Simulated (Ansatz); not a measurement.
# GaP (F-43m): relaxations under a series of pressures

How does GaP (F-43m) give way under pressure? Aim: relaxations under a series of pressures, for GaP (F-43m), run from a script.

All numbers are computed with the Python package of Ansatz 0.2.0. Level of theory: DFT PBE, plane waves, PAW.

**1. The system**

It takes space group F-43m (No. 216, cubic). Conventional cell: a = 5.451 Å, b = 5.451 Å, c = 5.451 Å, α = 90.00°, β = 90.00°, γ = 90.00°. Ga (site symmetry -43m) has 4 P at 2.36 Å as nearest neighbours. Around P (site symmetry -43m) lie 4 Ga at 2.36 Å.

The script holds or builds the structure itself.

**2. The script**

Contents of compress_gap.py:

```python
"""Volume and enthalpy of GaP against pressure."""

import logging
import sys

import ansatz as az
import numpy as np
import pandas as pd

logging.basicConfig(stream=sys.stdout, format="%(levelname)s:%(name)s:%(message)s")
log = logging.getLogger("run")
log.setLevel(logging.INFO)

def edges_and_angles(cell):
    cell = np.asarray(cell)
    a, b, c = np.linalg.norm(cell, axis=1)
    cosines = cell[1] @ cell[2] / (b * c), cell[0] @ cell[2] / (a * c), cell[0] @ cell[1] / (a * b)
    return (a, b, c, *np.degrees(np.arccos(cosines)))


def main() -> None:
    lattice = az.Lattice.of(
        (0.0, 2.72525, 2.72525),
        (2.72525, 0.0, 2.72525),
        (2.72525, 2.72525, 0.0),
    )
    sites = [
        ("Ga", (0.0, 0.0, 0.0)),
        ("P", (0.25, 0.25, 0.25)),
    ]
    crystal = az.Crystal(lattice=lattice)
    for symbol, position in sites:
        crystal = crystal.atom(symbol, position)

    base = (
        crystal.calculation()
        .kpoints(6, 6, 6)
        .functional("PBE")
        .pseudopotentials("paw")
        .occupations("fixed")
    )

    # H = F + PV, with 1 GPa A^3 = 1/160.21766 eV
    rows = []
    for pressure in [-2, 0, 2, 5, 10]:
        result = base.relax(cell=True, pressure=pressure).run()
        cell = result.lattice.cell_ang
        n_atoms = len(result.lattice.sites)
        volume = abs(np.linalg.det(cell)) / n_atoms
        enthalpy = result.report["free_energy_ev"] / n_atoms + pressure * volume / 160.21766
        rows.append((pressure, volume, enthalpy, *edges_and_angles(cell)))
        log.info(f"{pressure} GPa done: {volume:.4f} A^3/atom")

    table = pd.DataFrame(rows, columns=["P_GPa", "V_A3_atom", "H_eV_atom", "a", "b", "c", "alpha", "beta", "gamma"])
    print(table.round(4).to_string(index=False))
    p, v = np.array([row[0] for row in rows], float), np.array([row[1] for row in rows])
    print("mean bulk modulus between rows (GPa):", np.round(-np.diff(p) / np.diff(np.log(v)), 1))


if __name__ == "__main__":
    main()
```

**3. The calls as engine input**

The engine receives this input (first run):

```yaml
crystal:
  lattice:
    - [0.0, 2.72525, 2.72525]
    - [2.72525, 0.0, 2.72525]
    - [2.72525, 2.72525, 0.0]
  atoms:
    - { symbol: Ga, position: [0.0, 0.0, 0.0] }
    - { symbol: P, position: [0.25, 0.25, 0.25] }
kpoints:
  mp_grid:
    grid: [6, 6, 6]
hamiltonian:
  xc: pbe
  pseudopotentials:
    kind: paw
scf:
  occupations:
    method: fixed
relax:
  cell:
    p_target: -2.0
```

**4. Running it**

Command:

```bash
$ python compress_gap.py
```

The log of the run:

```text
DeckWarning: basis.ecutwfc = 420 eV, auto-derived from the records' recommended cutoffs: set by Ga (normal level)
INFO:run:-2 GPa done: 21.4507 A^3/atom
INFO:run:0 GPa done: 20.8589 A^3/atom
INFO:run:2 GPa done: 20.3637 A^3/atom
INFO:run:5 GPa done: 19.7087 A^3/atom
INFO:run:10 GPa done: 18.8278 A^3/atom
 P_GPa  V_A3_atom  H_eV_atom      a      b      c  alpha  beta  gamma
    -2    21.4507 -2270.0360 3.9294 3.9294 3.9294   60.0  60.0   60.0
     0    20.8589 -2269.7719 3.8930 3.8930 3.8930   60.0  60.0   60.0
     2    20.3637 -2269.5146 3.8619 3.8619 3.8619   60.0  60.0   60.0
     5    19.7087 -2269.1396 3.8200 3.8200 3.8200   60.0  60.0   60.0
    10    18.8278 -2268.5388 3.7623 3.7623 3.7623   60.0  60.0   60.0
mean bulk modulus between rows (GPa): [ 71.5  83.2  91.8 109.3]
```

(Warnings from the package without file and line.)

It took 34 s on 1 thread of Arm Neoverse N1, shared host; peak memory 0.41 GiB.

**5. The runs side by side**

From the records of these 5 runs:

```csv
run,pressure asked (GPa),energy from run 2 (meV/atom),final volume (Å³/atom),pressure (GPa),gap on the mesh (eV),SCF cycles in all,CPU time (s)
1,-2,3.69,21.45,-1.99,1.35,28,7.2
2,0,0.00,20.86,0.04,1.58,22,5.8
3,2,3.08,20.36,2.00,1.65,21,5.5
4,5,17.27,19.71,5.02,1.59,22,5.7
5,10,58.01,18.83,9.99,1.49,27,7.2
```

**6. The relaxation of run 1, step by step**

Step by step:

| step | E - E(step 1) (eV/cell) | largest force component (eV/Å) | pressure (GPa) | volume (Å³) |
| --- | --- | --- | --- | --- |
| 1 | 0.0000 | 0.0000 | 2.53 | 40.48 |
| 2 | -0.0088 | 0.0000 | -0.53 | 42.03 |
| 3 | -0.0027 | 0.0000 | -1.86 | 42.82 |
| 4 | -0.0016 | 0.0000 | -1.99 | 42.90 |
| 5 | -0.0023 | 0.0000 | -1.99 | 42.90 |

Step 1 is the start. Step 5 repeats the geometry before it on a plane-wave basis chosen anew for that cell, so its energy need not be comparable with the rows above.

Lengths and angles in the start's conventional setting:

«Before» is this run's own start.

|  | before | after | change |
| --- | --- | --- | --- |
| a (Å) | 5.450 | 5.557 | +2.0 % |
| b (Å) | 5.450 | 5.557 | +2.0 % |
| c (Å) | 5.450 | 5.557 | +2.0 % |
| volume (Å³/atom) | 20.24 | 21.45 | +6.0 % |
| shortest distance (Å) | 2.360 | 2.406 | +2.0 % |
| space group (0.01 Å) | F-43m | F-43m | same |

Forces and stress were held to the start's 24 operations: a distortion of lower symmetry was not tested.

Under a set pressure the enthalpy E + pV is minimised, so E itself may rise.

**7. How the relaxation of run 5 went**

The steps of the relaxation:

| step | energy from step 1 (eV/cell) | largest force component (eV/Å) | pressure (GPa) | volume (Å³) |
| --- | --- | --- | --- | --- |
| 1 | 0.0000 | 0.0000 | 2.53 | 40.48 |
| 2 | 0.0848 | 0.0000 | 8.90 | 38.01 |
| 3 | 0.1082 | 0.0000 | 10.13 | 37.62 |
| 4 | 0.1057 | 0.0000 | 10.00 | 37.66 |
| 5 | 0.1063 | 0.0000 | 9.99 | 37.66 |

Step 1 is the start. Step 5 repeats the geometry before it on a plane-wave basis chosen anew for that cell, so its energy need not be comparable with the rows above.

Lengths and angles in the start's conventional setting:

«Before» is this run's own start.

|  | before | after | change |
| --- | --- | --- | --- |
| a (Å) | 5.450 | 5.321 | -2.4 % |
| b (Å) | 5.450 | 5.321 | -2.4 % |
| c (Å) | 5.450 | 5.321 | -2.4 % |
| volume (Å³/atom) | 20.24 | 18.83 | -7.0 % |
| shortest distance (Å) | 2.360 | 2.304 | -2.4 % |
| space group (0.01 Å) | F-43m | F-43m | same |

Forces and stress were held to the start's 24 operations: a distortion of lower symmetry was not tested.

Under a set pressure the enthalpy E + pV is minimised, so E itself may rise.

**8. What came out**

| quantity | value |
| --- | --- |
| bulk modulus between neighbouring pressures | 71.5 to 109.3 GPa |
| runs compared | 5 |
| range of energy | 58.01 meV/atom |

What this shows: The crystal stiffens as it is compressed. The volume falls from 21.45 Å³ an atom at -2 GPa to 18.83 at 10 GPa, by 12.2 %. Between -2 and 0 GPa, -V dP/dV is about 71 GPa, a mean over that step. In run 1, over 3 moves the cell grew by 6.0 % in volume under the -2 GPa asked, and the space group stayed F-43m. In run 5, the volume shrank by 7.0 % over 3 moves under the 10 GPa asked, and the space group stayed F-43m. Notes:
- At a fixed pressure a relaxation lowers the enthalpy F + PV, while F alone can rise.
- Edges and angles that the script prints are those of the cell as typed, here a primitive one.
- Symmetry holds the cell in this phase, so another phase that may be stable under pressure is not reached.
